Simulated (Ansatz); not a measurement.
# F2Ge2H6O: the cost of one run

Program: Ansatz 0.2.0. Level of theory: RKS PBE0-D4/def2-SVP. These are calculated values, not measurements.

### Step 1. Starting point

Bond lengths: Ge1–F2 2.030 Å, Ge1–H3 1.550 Å, Ge1–Ge4 2.398 Å, Ge4–H5 1.550 Å, Ge4–H6 1.550 Å, Ge4–H7 1.550 Å, Ge1–F8 1.679 Å, Ge1–O9 2.070 Å, O9–H10 1.010 Å. Angles (14 of 17 angles, heavy atoms first): F2–Ge1–Ge4 109.5°, F2–Ge1–F8 109.5°, F2–Ge1–O9 71.6°, Ge4–Ge1–F8 109.5°, Ge4–Ge1–O9 64.5°, F8–Ge1–O9 173.5°, F2–Ge1–H3 109.5°, H3–Ge1–Ge4 109.5°, H3–Ge1–F8 109.5°, H3–Ge1–O9 75.6°, Ge1–Ge4–H5 109.5°, Ge1–Ge4–H6 109.5°, Ge1–Ge4–H7 109.5°, Ge1–O9–H10 109.5°.

Structure file:

```xyz
11

Ge    0.0000    0.0000    0.0000
F     0.0000    0.0000    2.0300
H     1.4616    0.0000   -0.5162
Ge   -1.1304    1.9584   -0.7992
H    -2.6003    1.6043   -1.1405
H    -1.1048    3.0541    0.2968
H    -0.4177    2.4843   -2.0712
F    -0.7913   -1.3709   -0.5594
O     0.7760    1.8046    0.6527
H     1.5670    1.6327    1.2567
H     0.4700    1.0931    1.7453
```

### Step 2. A restrained relaxation towards end A

Springs on the bonds that form and break draw the guess towards this end; the thresholds are loose.

File input.yaml:

```yaml
crystal:
  periodic: [false, false, false]
  atoms:
    - { symbol: Ge, position_ang: [0.0, 0.0, 0.0] }
    - { symbol: F, position_ang: [0.0, 0.0, 2.03] }
    - { symbol: H, position_ang: [1.4616, 0.0, -0.5162] }
    - { symbol: Ge, position_ang: [-1.1304, 1.9584, -0.7992] }
    - { symbol: H, position_ang: [-2.6003, 1.6043, -1.1405] }
    - { symbol: H, position_ang: [-1.1048, 3.0541, 0.2968] }
    - { symbol: H, position_ang: [-0.4177, 2.4843, -2.0712] }
    - { symbol: F, position_ang: [-0.7913, -1.3709, -0.5594] }
    - { symbol: O, position_ang: [0.776, 1.8046, 0.6527] }
    - { symbol: H, position_ang: [1.567, 1.6327, 1.2567] }
    - { symbol: H, position_ang: [0.47, 1.0931, 1.7453] }
basis:
  gaussian: { orbitals: def2-SVP }
hamiltonian:
  xc: pbe0
  dispersion: d4
relax:
  f_tol: 0.15
  max_steps: 25
  restrain:
    - { distance: [0, 8], at: 2.97, k: 30.0 }
    - { distance: [10, 1], at: 2.12, k: 30.0 }
    - { distance: [0, 1], at: 1.68, k: 30.0 }
    - { distance: [10, 8], at: 1.01, k: 30.0 }
output:
  orbitals: {}
```

On the command line:

```sh
ansatz run input.yaml --threads 4 --pin off --max-ram 5120MiB --backend cpu --events-out ev --progress --plain --runs-dir out
```

**Question.** How long does this run take on 4 threads of Arm Neoverse V2, shared host, and how much memory does it need?

About 30 s, with a peak of 0.41 GiB.
